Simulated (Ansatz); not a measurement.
# CH₅BO₂: a ladder of functionals and wavefunction methods

The task here is to estimate one member of a computed series from the others.

The runs use Ansatz 0.2.0, Gaussian basis; functionals in def2-TZVPP, the program's frozen cores in correlated methods.

The runs, in order: LDA (SPW92), PBE-D4, revPBE-D4, BLYP-D4, r2SCAN-D4, B97M-V, PBE0-D4, B3LYP-D4, r2SCANh-D4, r2SCAN0-D4, HSE06-D4, BHLYP-D4, CAM-B3LYP-D4, LC-ωPBE, ωB97X-V, ωB97M-V, B2PLYP, PBE-QIDH; CCSD(T)/def2-SVP; CCSD(T)/def2-TZVPP; MP2/def2-QZVPP; extrapolation to the limit; RPA on PBE.

## The relaxed structure

All runs share one geometry, relaxed beforehand with PBE0-D4 in a triple-zeta def2 set.

9 atoms, charge 0, spin multiplicity 1.

Atoms are counted from 1 here; the program's logs count them from 0.

Bond lengths: C1–O2 1.410 Å, C1–H5 1.094 Å, C1–H6 1.092 Å, C1–H7 1.092 Å, O2–B3 1.356 Å, B3–O4 1.356 Å, B3–H8 1.199 Å, O4–H9 0.962 Å. Angles: O2–C1–H5 111.5°, O2–C1–H6 109.2°, O2–C1–H7 109.3°, H5–C1–H6 109.1°, H5–C1–H7 109.0°, H6–C1–H7 108.7°, C1–O2–B3 121.7°, O2–B3–O4 119.6°, O2–B3–H8 121.8°, O4–B3–H8 118.6°, B3–O4–H9 112.1°.

Set-up of the first run:

The input, in.yaml:

```yaml
crystal:
  periodic: [false, false, false]
  atoms:
    - {symbol: C, position_ang: [0.281801, 0.801930, -1.057378]}
    - {symbol: O, position_ang: [-0.113540, 0.454841, 0.251012]}
    - {symbol: B, position_ang: [-0.134881, -0.834065, 0.671604]}
    - {symbol: O, position_ang: [-0.524615, -1.118502, 1.938460]}
    - {symbol: H, position_ang: [0.568104, -0.079798, -1.637578]}
    - {symbol: H, position_ang: [1.131364, 1.486428, -1.006191]}
    - {symbol: H, position_ang: [-0.544781, 1.307520, -1.561652]}
    - {symbol: H, position_ang: [0.183901, -1.738397, -0.047577]}
    - {symbol: H, position_ang: [-0.758852, -0.326256, 2.432200]}
basis:
  gaussian: {orbitals: def2-TZVPP}
hamiltonian: {xc: lda}
output: {orbitals: {seedname: orbitals}}
```

Steps of the session up to this table: LDA; PBE-D4 (GGA); revPBE-D4 (GGA); BLYP-D4 (GGA); r2SCAN-D4 (meta-GGA); B97M-V (meta-GGA); PBE0-D4 (hybrid); B3LYP-D4 (hybrid); r2SCANh-D4 (hybrid); r2SCAN0-D4 (hybrid); HSE06-D4 (hybrid); BHLYP-D4 (hybrid); CAM-B3LYP-D4 (range-separated); LC-ωPBE-D4 (range-separated; the results give it without D4); ωB97X-V (range-separated); ωB97M-V (range-separated); B2PLYP (double hybrid); PBE-QIDH (double hybrid).

One table of the session follows, with a row left open; its other results are not shown here.

It belongs to the step «Frontier levels by functional». 

| functional | HOMO (eV) | LUMO (eV) | gap (eV) |
| --- | --- | --- | --- |
| LDA (SPW92) | -7.23 | -0.31 | 6.92 |
| PBE-D4 | -7.07 | -0.05 | 7.03 |
| revPBE-D4 | -7.01 | 0.06 | 7.07 |
| BLYP-D4 | -6.98 | 0.04 | 7.02 |
| r2SCAN-D4 | -7.40 | 0.38 | 7.78 |
| B97M-V | -7.51 | 0.26 | 7.77 |
| PBE0-D4 | -8.64 | 0.93 | 9.57 |
| B3LYP-D4 | -8.39 | 0.65 | 9.04 |
| r2SCANh-D4 | ? | ? | ? |
| r2SCAN0-D4 | -8.88 | 1.20 | 10.08 |
| HSE06-D4 | -8.23 | 0.55 | 8.78 |
| BHLYP-D4 | -10.16 | 1.79 | 11.96 |
| CAM-B3LYP-D4 | -10.10 | 1.90 | 12.01 |
| LC-ωPBE | -11.46 | 3.14 | 14.60 |
| ωB97X-V | -11.11 | 3.00 | 14.11 |
| ωB97M-V | -11.04 | 2.56 | 13.60 |

Estimate the missing values for r2SCANh-D4.

Worked estimate for «HOMO (eV)». Against the share of exact exchange, r2SCAN-D4 (0, -7.40), r2SCAN0-D4 (0.25, -8.88) give a slope of -5.92 per unit share; at 0.1 the line stands at -7.99.

As computed: HOMO (eV): -7.99; LUMO (eV): 0.72; gap (eV): 8.70. In «HOMO (eV)» the line misses by 0.00.
